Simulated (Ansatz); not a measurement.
# SiCl₃+: up Jacob's ladder to CCSD(T)

One table from this session's results is given with a row withheld; the runs are named, their logs left out.

Program: Ansatz 0.2.0, Gaussian basis. Level of theory: functionals in def2-TZVPP, the program's frozen cores in correlated methods. These are calculated values, not measurements.

Levels to be run: LDA (SPW92), PBE-D4, revPBE-D4, BLYP-D4, r2SCAN-D4, B97M-V, PBE0-D4, B3LYP-D4, r2SCANh-D4, r2SCAN0-D4, HSE06-D4, BHLYP-D4, CAM-B3LYP-D4, LC-ωPBE, ωB97X-V, ωB97M-V, B2PLYP, PBE-QIDH; CCSD(T)/def2-SVP; CCSD(T)/def2-TZVPP; CCSD(T)/def2-QZVPP; extrapolation to the limit; RPA on PBE.

**The geometry**

The geometry comes from an earlier relaxation with PBE0-D4 in a triple-zeta def2 set; it is a stationary point.

SMILES `Cl[Si+](Cl)Cl`, 4 atoms, charge 1, spin multiplicity 1.

Atoms are counted from 1 here; the program's logs count them from 0.

Bond lengths: Cl1–Si2 1.947 Å, Si2–Cl3 1.947 Å, Si2–Cl4 1.947 Å. Angles: Cl1–Si2–Cl3 120.0°, Cl1–Si2–Cl4 120.0°, Cl3–Si2–Cl4 120.0°.

The first run:

The input, in.yaml:

```yaml
crystal:
  periodic: [false, false, false]
  atoms:
    - {symbol: Cl, position_ang: [-1.556046, -0.622342, 0.990905]}
    - {symbol: Si, position_ang: [-0.000013, -0.000081, -0.000072]}
    - {symbol: Cl, position_ang: [1.772029, -0.669592, 0.449493]}
    - {symbol: Cl, position_ang: [-0.215970, 1.292014, -1.440326]}
basis:
  gaussian: {orbitals: def2-TZVPP}
total_charge: 1
hamiltonian: {xc: lda}
output: {orbitals: {seedname: orbitals}}
```

Command:

```
$ ansatz run in.yaml --threads 2 --pin off --events-out ev --progress --plain --max-ram 32768MiB --backend cpu
```

Steps of the session up to this table: LDA; PBE-D4 (GGA); revPBE-D4 (GGA); BLYP-D4 (GGA); r2SCAN-D4 (meta-GGA); B97M-V (meta-GGA); B3LYP-D4 (hybrid); r2SCANh-D4 (hybrid); r2SCAN0-D4 (hybrid); HSE06-D4 (hybrid); BHLYP-D4 (hybrid); CAM-B3LYP-D4 (range-separated); LC-ωPBE (range-separated); ωB97X-V (range-separated); ωB97M-V (range-separated); B2PLYP (double hybrid); PBE-QIDH (double hybrid).

One table of the session follows, with a row left open; its other results are not shown here.

It belongs to the step «Orbital energies across the functionals». Levels are read from the orbital files that the runs wrote:

```
  functional  HOMO (eV)  LUMO (eV)  gap (eV)
 LDA (SPW92)     -14.17      -9.34      4.83
      PBE-D4     -14.04      -9.09      4.94
   revPBE-D4     -13.99      -9.00      4.99
     BLYP-D4     -13.84      -8.91      4.93
   r2SCAN-D4     -14.40      -8.89      5.51
      B97M-V     -14.50      -8.78      5.72
     PBE0-D4     -15.47      -8.28      7.20
    B3LYP-D4     -15.16      -8.44      6.72
  r2SCANh-D4     -14.92      -8.59      6.33
  r2SCAN0-D4     -15.71      -8.15      7.56
    HSE06-D4     -15.07      -8.66      6.41
    BHLYP-D4     -16.73      -7.28      9.45
CAM-B3LYP-D4     -16.82      -7.15      9.66
     LC-ωPBE     -18.29      -6.07     12.23
     ωB97X-V          ?          ?         ?
     ωB97M-V     -17.68      -6.20     11.48
```

Q: Estimate the row for ωB97X-V from the others.

**Answer.** HOMO (eV): -17.88; LUMO (eV): -6.10; gap (eV): 11.78. In the column «HOMO (eV)» it lies between LC-ωPBE (-18.29) and ωB97M-V (-17.68).
